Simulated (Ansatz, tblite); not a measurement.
**Hg(OH)2 (HgH2O2): charged states by level of theory**

The task here is to estimate one member of a computed series from the others.

Method: as each input shows; program: Ansatz 0.2.0, Gaussian basis.

Plan: charge +1 doublet, at the geometry of the singlet (PBE0-D4/def2-TZVP, PBE-D4/def2-TZVP, r2SCAN-D4/def2-TZVP, CCSD(T)/def2-TZVPP); the starting singlet's energies come from earlier runs.

**The relaxed structure**

The geometry is that of the singlet, from an earlier relaxation (r2SCAN-D4/def2-TZVP).

5 atoms, charge 0, spin multiplicity 1.

Atoms are counted from 1 here; the program's logs count them from 0.

Bond lengths: Hg1–O2 1.967 Å, Hg1–O4 1.967 Å, O2–H3 0.966 Å, O4–H5 0.966 Å. Angles: O2–Hg1–O4 174.8°, Hg1–O2–H3 108.0°, Hg1–O4–H5 108.0°.

Hg takes a core potential in the def2 sets. No spin-orbit coupling is included.

The first run:

Input file in.yaml:

```yaml
crystal:
  periodic: [false, false, false]
  atoms:
    - {symbol: Hg, position_ang: [-0.179888, -0.086538, 0.001882]}
    - {symbol: O, position_ang: [-0.343931, 0.091536, 1.953553]}
    - {symbol: H, position_ang: [-0.008725, 0.962092, 2.203192]}
    - {symbol: O, position_ang: [-0.176327, -0.342103, -1.948072]}
    - {symbol: H, position_ang: [0.708880, -0.624997, -2.210554]}
basis:
  gaussian: {orbitals: def2-TZVP}
total_charge: 1
magnetization: {spin_polarized: true, initial_magnetization: 1}
hamiltonian: {xc: pbe0, dispersion: d4}
output: {orbitals: {seedname: orbitals}}
```

Launch:

```bash
> ansatz run in.yaml --threads 4 --pin off --events-out ev --progress --plain --max-ram 3916MiB
```

Among the steps run: Charge +1 doublet at the fixed geometry, PBE0-D4/def2-TZVP; Charge +1 doublet at the fixed geometry, PBE-D4/def2-TZVP; Charge +1 doublet at the fixed geometry, r2SCAN-D4/def2-TZVP; Charge +1 doublet at the fixed geometry, CCSD(T)/def2-TZVPP.

One of the session's tables, all rows but one given; the rest of the session is left out.

It belongs to the step «Vertical ionisation energy». 

```
             method  vertical ionisation energy (eV)
      HF/def2-TZVPP                             9.09
   PBE-D4/def2-TZVP                            10.12
r2SCAN-D4/def2-TZVP                            10.25
  PBE0-D4/def2-TZVP                            10.58
     MP2/def2-TZVPP                            11.18
    CCSD/def2-TZVPP                                ?
 CCSD(T)/def2-TZVPP                            10.80
```

Estimate the missing values for CCSD/def2-TZVPP.

As computed: vertical ionisation energy (eV): 10.69. In the column «vertical ionisation energy (eV)» it lies between PBE0-D4/def2-TZVP (10.58) and CCSD(T)/def2-TZVPP (10.80).
